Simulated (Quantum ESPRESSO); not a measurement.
Wanted: the native input for a Quantum ESPRESSO 7.5 run.

* Task: real-space fields
* Functional: WC
* Potentials or basis: PseudoDojo 0.4 SR PBE stringent
* Cutoff: 1225 eV
* Density cutoff: 4898 eV
* k mesh: 7 × 7 × 7
* Occupations: fermi-dirac, width 0.05 eV
* Spin: no spin polarisation
* Mixing beta: 0.5
* Most SCF iterations: 120
* SCF threshold: 1e-09 Ry

WI2F2:

```
W I F
1.0
    -2.23148    2.23148    6.90368
     2.23148   -2.23148    6.90368
     2.23148    2.23148   -6.90368
W I F
1 2 2
Direct
  0.00000 0.00000 0.00000
  0.65472 0.65472 0.00000
  0.34528 0.34528 0.00000
  0.85929 0.85929 0.00000
  0.14071 0.14071 0.00000
```

The cell was built by a generator and needn't be a form met in nature.

The input as run:

pw.in

```
&CONTROL
  calculation = 'scf'
  prefix = 'pwscf'
  outdir = './tmp'
  pseudo_dir = './pseudo'
  tprnfor = .true.
  tstress = .true.
  disk_io = 'low'
/
&SYSTEM
  ibrav = 0
  nat = 5
  ntyp = 3
  ecutwfc = 90
  nbnd = 51
  input_dft = 'wc'
  occupations = 'smearing'
  smearing = 'fd'
  degauss = 0.00367493
/
&ELECTRONS
  conv_thr = 1d-09
  electron_maxstep = 120
  mixing_beta = 0.5
/
ATOMIC_SPECIES
W    183.8400 W.upf
I    126.9045 I.upf
F     18.9984 F.upf
CELL_PARAMETERS angstrom
  -2.2314827600    2.2314827600    6.9036755600
   2.2314827600   -2.2314827600    6.9036755600
   2.2314827600    2.2314827600   -6.9036755600
ATOMIC_POSITIONS crystal
W      0.0000000000    0.0000000000    0.0000000000
I      0.6547174500    0.6547174500    0.0000000000
I      0.3452825500    0.3452825500    0.0000000000
F      0.8592948300    0.8592948300    0.0000000000
F      0.1407051700    0.1407051700    0.0000000000
K_POINTS automatic
7 7 7 0 0 0
```

pp_density.in

```
&INPUTPP
  prefix = 'pwscf'
  outdir = './tmp'
  filplot = 'density.dat'
  plot_num = 0
/
&PLOT
  nfile = 1
  filepp(1) = 'density.dat'
  iflag = 3
  output_format = 6
  fileout = 'density.cube'
/
```

pp_potential.in

```
&INPUTPP
  prefix = 'pwscf'
  outdir = './tmp'
  filplot = 'potential.dat'
  plot_num = 11
/
&PLOT
  nfile = 1
  filepp(1) = 'potential.dat'
  iflag = 3
  output_format = 6
  fileout = 'potential.cube'
/
```

pp_elf.in

```
&INPUTPP
  prefix = 'pwscf'
  outdir = './tmp'
  filplot = 'elf.dat'
  plot_num = 8
/
&PLOT
  nfile = 1
  filepp(1) = 'elf.dat'
  iflag = 3
  output_format = 6
  fileout = 'elf.cube'
/
```

pp_potential_ks.in

```
&INPUTPP
  prefix = 'pwscf'
  outdir = './tmp'
  filplot = 'potential_ks.dat'
  plot_num = 1
/
&PLOT
  nfile = 1
  filepp(1) = 'potential_ks.dat'
  iflag = 3
  output_format = 6
  fileout = 'potential_ks.cube'
/
```

Potentials or basis: PseudoDojo 0.4 SR PBE stringent.

Run with:

```bash
$ OMP_NUM_THREADS=1 pw.x -in pw.in > pw.out
$ OMP_NUM_THREADS=1 pp.x -in pp_density.in > pp_density.out
$ OMP_NUM_THREADS=1 pp.x -in pp_potential.in > pp_potential.out
$ OMP_NUM_THREADS=1 pp.x -in pp_elf.in > pp_elf.out
$ OMP_NUM_THREADS=1 pp.x -in pp_potential_ks.in > pp_potential_ks.out
```

It gave:

```yaml
Pressure: -14.2 GPa
Largest_force: 3.410 eV/Å
Band_gap_on_the_k_mesh: none (metal or under the smearing width)
```

Caveat: the potentials were made for another functional, which shifts forces and pressure; this potential file gives levels or pressures that part from those of other sets; this functional lacks dispersion, which binds the layers, so the pressure and a relaxed spacing across them are unreliable.

Run time: 16 min on 1 thread of Intel(R) Xeon(R) Platinum 8488C (Sapphire Rapids), with other jobs on the host, peak memory 0.67 GiB.
